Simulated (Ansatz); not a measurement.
Geometry optimisation, DFT PBE, scalar-relativistic, plane waves, PAW (Ansatz 0.2.0).

Input file:

```yaml
crystal:
  lattice:
    - [6.62, 0.0, 0.0]
    - [-4.965, 8.599632, 0.0]
    - [0.0, 0.0, 5.27614]
  atoms:
    - { symbol: Sc, position: [0.0, 0.0, 0.0] }
    - { symbol: Sc, position: [0.16666667, 0.22222223, 0.5] }
    - { symbol: Sc, position: [1.0e-08, 0.33333334, 0.0] }
    - { symbol: Sc, position: [0.16666668, 0.55555557, 0.5] }
    - { symbol: Sc, position: [2.0e-08, 0.66666669, 0.0] }
    - { symbol: Sc, position: [0.16666669, 0.88888892, 0.5] }
    - { symbol: Sc, position: [0.5, 0.0, 0.0] }
    - { symbol: Sc, position: [0.66666667, 0.22222223, 0.5] }
    - { symbol: Sc, position: [0.50000001, 0.33333334, 0.0] }
    - { symbol: Sc, position: [0.66666668, 0.55555557, 0.5] }
    - { symbol: Sc, position: [0.50000002, 0.66666669, 0.0] }
    - { symbol: Sc, position: [0.66666669, 0.88888892, 0.5] }
    - { symbol: H, position: [0.31559176, 0.77030244, 1.24751784] }
basis:
  ecutwfc: 420.0
kpoints:
  mp_grid: { grid: [3, 2, 3] }
hamiltonian:
  xc: pbe
scf:
  occupations: { method: gaussian, width: 0.05 }
  lower_state_search: "off"
relax:
  f_tol: 0.03
  max_steps: 60
  adjacent_minimum: "off"
```

Run as:

```bash
$ ansatz run input.yaml --threads 2 --pin off --max-ram 5120MiB --backend cpu --events-out ev --progress --plain --runs-dir out
```

Task: Where does it end, and by what steps?

Result: It converged. Limits of this set-up: coarse k mesh, odd electron count without spin, a small cell, in which the defect meets its images, a typed lattice constant that wasn't relaxed here. After 3 steps the energy has fallen by 0.012 eV; H13 moved furthest, 0.09 Å.

| step | energy less start (eV) | largest force component (eV/Å) | accepted |
| --- | --- | --- | --- |
| 0 | 0.0000 | 0.124 | yes |
| 1 | -0.0018 | 0.151 | yes |
| 2 | -0.0109 | 0.048 | yes |
| 3 | -0.0123 | 0.016 | yes |

```xyz
13
Lattice="6.6200 0.0000 0.0000 -4.9650 8.5996 0.0000 0.0000 0.0000 5.2761" Properties=species:S:1:pos:R:3
Sc -0.009 -0.006 0.028
Sc -0.007 1.907 2.650
Sc -1.661 2.867 0.010
Sc -1.663 4.777 2.631
Sc -3.308 5.730 -0.004
Sc -3.311 7.637 2.648
Sc 3.305 -0.009 0.005
Sc 3.305 1.901 2.625
Sc 1.650 2.860 -0.015
Sc 1.652 4.774 2.608
Sc -0.011 5.731 -0.011
Sc -0.013 7.637 2.640
H -1.663 6.683 6.594
```

Whether the end is a true minimum wasn't checked by a vibrational analysis.

The run took 27 s on 2 threads of Intel(R) Xeon(R) CPU @ 2.60GHz (Ice Lake) (shared host), peak memory 0.73 GiB.
